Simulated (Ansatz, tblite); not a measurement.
**The cluster As₆P₂: rung by rung**

Aim: run the singlet of the cluster As₆P₂ at one geometry on many levels, and compare frontier levels, spin and run time.

Method: as each input shows; program: Ansatz 0.2.0, Gaussian basis.

The runs, in order: GFN1-xTB, GFN2-xTB, PBE-D4/def2-TZVP, r2SCAN-D4/def2-TZVP, revPBE-D4/def2-TZVP, HF/def2-TZVP, PBE-D4/def2-SVP, PBE0-D4/def2-SVP, HF/STO-3G, MP2/def2-SVP.

7 further runs of the same task are left out: 5 that didn't finish, 2 set aside as unsound or not needed. Runs told in other sessions of the task aren't counted.

### Step 1. The relaxed structure

The geometry is that of the singlet, from an earlier relaxation (PBE-D4/def2-SVP). At that level it is the lowest of the isomers that a small search found.

8 atoms, charge 0, spin multiplicity 1.

Bond lengths: P1–As5 2.351 Å, P1–As6 2.471 Å, P1–As7 2.356 Å, P2–As4 2.341 Å, P2–As6 2.390 Å, P2–As7 2.407 Å, As3–As5 2.444 Å, As3–As8 2.277 Å, As4–As5 2.522 Å, As4–As6 2.501 Å, As7–As8 2.447 Å. Angles: As5–P1–As6 86.6°, As5–P1–As7 102.3°, As6–P1–As7 83.8°, As4–P2–As6 63.8°, As4–P2–As7 107.4°, As6–P2–As7 84.5°, As5–As3–As8 106.9°, P2–As4–As5 103.8°, P2–As4–As6 59.0°, As5–As4–As6 82.4°, P1–As5–As3 104.0°, P1–As5–As4 92.3°, As3–As5–As4 98.0°, P1–As6–P2 89.9°, P1–As6–As4 90.0°, P2–As6–As4 57.1°, P1–As7–P2 92.3°, P1–As7–As8 104.2° and more.

PBE0-D4/def2-TZVP was run before; its log isn't repeated, and its numbers join the tables.

### Step 2. GFN1-xTB

Tight binding, by tblite at 300 K electronic temperature and without a spin-polarisation term:

```python
tblite.interface.Calculator('GFN1-xTB', numbers, positions, charge=0, uhf=0).singlepoint()
```

Energy -531.2117 eV, HOMO -9.16 eV, LUMO -7.72 eV; 0.018 s.

### Step 3. GFN2-xTB

Tight binding, by tblite at 300 K electronic temperature and without a spin-polarisation term:

```python
tblite.interface.Calculator('GFN2-xTB', numbers, positions, charge=0, uhf=0).singlepoint()
```

Energy -526.5529 eV, HOMO -9.45 eV, LUMO -7.83 eV; 0.019 s.

### Step 4. PBE-D4/def2-TZVP

start.molden holds the orbitals of an earlier run on this state, given as this run's starting guess.

Input file in.yaml:

```yaml
crystal:
  periodic: [false, false, false]
  atoms:
    - {symbol: P, position_ang: [-1.039890, 0.047049, -1.599272]}
    - {symbol: P, position_ang: [0.577893, -1.897479, 0.725356]}
    - {symbol: As, position_ang: [0.002230, 2.431296, 1.143064]}
    - {symbol: As, position_ang: [2.130438, -0.375090, -0.140958]}
    - {symbol: As, position_ang: [0.702299, 1.512405, -1.010742]}
    - {symbol: As, position_ang: [0.675195, -1.731208, -1.656489]}
    - {symbol: As, position_ang: [-1.606889, -0.918819, 0.473344]}
    - {symbol: As, position_ang: [-1.441266, 0.931846, 2.065696]}
basis:
  gaussian: {orbitals: def2-TZVP, initial_orbitals: start.molden}
hamiltonian: {xc: pbe, dispersion: d4}
scf: {omitted_lower_state_checks: [starts]}
output: {orbitals: {seedname: orbitals}}
```

Run with:

```
$ ansatz run in.yaml --threads 4 --pin off --events-out ev --progress --plain --max-ram 6963MiB
```

The runs that follow: r2SCAN-D4/def2-TZVP; revPBE-D4/def2-TZVP; HF/def2-TZVP; PBE-D4/def2-SVP; PBE0-D4/def2-SVP; HF/STO-3G; MP2/def2-SVP.

Q: Predict the results of all the runs planned. Wanted: gap in def2-TZVP, named functionals and Hartree-Fock, smallest and largest; correlation energy, MP2/def2-SVP; binding an atom, functionals in def2-TZVP; PBE0 total energy, smallest basis above largest.

**Answer**, as computed:

```
                                                                  quantity                                 value
gap in def2-TZVP, named functionals and Hartree-Fock, smallest and largest        1.68 eV (PBE-D4), 7.57 eV (HF)
                                          correlation energy, MP2/def2-SVP                             -44.34 eV
                                 binding an atom, functionals in def2-TZVP  2.76 (r2SCAN-D4) to 3.02 eV (PBE-D4)
                           PBE0 total energy, smallest basis above largest        51.56 eV (def2-SVP, def2-TZVP)
```

Orbital gaps of the named functionals and Hartree-Fock in def2-TZVP span 1.68 eV (PBE-D4) to 7.57 eV (HF); exact exchange widens it.
